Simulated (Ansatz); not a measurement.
# MoO3: ionisation energy by level of theory

An exercise on one series of results from a longer session: the logs are not shown, and one member is left open.

Program: Ansatz 0.2.0, Gaussian basis. Level of theory: unrestricted cation, the program's frozen cores in correlated methods. These are calculated values, not measurements.

The runs, in order: UKS PBE-D4/def2-TZVPP; UKS r2SCAN-D4/def2-TZVPP; UKS PBE0-D4/def2-TZVPP; UKS B3LYP-D4/def2-TZVPP; UKS wB97X-V/def2-TZVPP; UKS wB97M-V/def2-TZVPP; UKS B2PLYP/def2-TZVPP; UHF-CCSD(T)/def2-TZVPP; UHF-MP2/def2-QZVPP; extrapolation to the limit; then −ε(HOMO) from the neutral's earlier runs with LDA (SPW92), PBE-D4, revPBE-D4, BLYP-D4, r2SCAN-D4, B97M-V, PBE0-D4, B3LYP-D4, r2SCANh-D4, r2SCAN0-D4, HSE06-D4, BHLYP-D4, CAM-B3LYP-D4, LC-ωPBE, ωB97X-V, ωB97M-V.

### The geometry

An earlier PBE0-D4 in a triple-zeta def2 set relaxation fixed the geometry. Mo takes the def2 core potential; no spin-orbit term is included.

SMILES `[O]=[Mo](=[O])=[O]`, 4 atoms, charge 0, spin multiplicity 1.

Atoms are counted from 1 here; the program's logs count them from 0.

Bond lengths: O1–Mo2 1.692 Å, Mo2–O3 1.692 Å, Mo2–O4 1.692 Å. Angles: O1–Mo2–O3 110.3°, O1–Mo2–O4 110.3°, O3–Mo2–O4 110.3°.

As a file:

```
O    -0.9680   -0.1498    1.2625
Mo   -0.1381   -0.3365   -0.2003
O     1.5070   -0.6076    0.0888
O    -0.3452    1.0336   -1.1714
```

The first run:

The input, in.yaml:

```yaml
crystal:
  periodic: [false, false, false]
  atoms:
    - {symbol: O, position_ang: [-0.967994, -0.149820, 1.262545]}
    - {symbol: Mo, position_ang: [-0.138122, -0.336522, -0.200259]}
    - {symbol: O, position_ang: [1.506961, -0.607586, 0.088830]}
    - {symbol: O, position_ang: [-0.345245, 1.033627, -1.171416]}
basis:
  gaussian: {orbitals: def2-TZVPP}
total_charge: 1
magnetization: {spin_polarized: true, initial_magnetization: 1}
hamiltonian: {xc: pbe, dispersion: d4}
```

Among the steps run: Cation, UKS PBE-D4/def2-TZVPP; Cation, UKS r2SCAN-D4/def2-TZVPP; Cation, UKS PBE0-D4/def2-TZVPP; Cation, UKS B3LYP-D4/def2-TZVPP; Cation, UKS wB97X-V/def2-TZVPP; Cation, UKS wB97M-V/def2-TZVPP; Cation, UKS B2PLYP (frozen core)/def2-TZVPP; Cation, UHF-CCSD(T)/def2-TZVPP; Cation, UHF-MP2/def2-QZVPP.

One of the session's tables, all rows but one given; the rest of the session is left out.

It belongs to the step «Ionisation energies side by side». For comparison, −ε(HOMO) of the neutral from earlier runs:

| functional | −ε(HOMO) (eV) |
| --- | --- |
| LDA (SPW92) | 7.70 |
| PBE-D4 | 7.42 |
| revPBE-D4 | 7.33 |
| BLYP-D4 | 7.34 |
| r2SCAN-D4 | 7.79 |
| B97M-V | 7.85 |
| PBE0-D4 | 9.07 |
| B3LYP-D4 | ? |
| r2SCANh-D4 | 8.41 |
| r2SCAN0-D4 | 9.35 |
| HSE06-D4 | 8.66 |
| BHLYP-D4 | 10.70 |
| CAM-B3LYP-D4 | 10.53 |
| LC-ωPBE | 11.79 |
| ωB97X-V | 11.46 |
| ωB97M-V | 11.41 |

Q: Estimate the row for B3LYP-D4 from the others.

Worked estimate for «−ε(HOMO) (eV)». Against the share of exact exchange, BLYP-D4 (0, 7.34), BHLYP-D4 (0.5, 10.70) give a slope of 6.72 per unit share; at 0.2 the line stands at 8.68.

As computed: −ε(HOMO) (eV): 8.82. In «−ε(HOMO) (eV)» the line misses by -0.14.
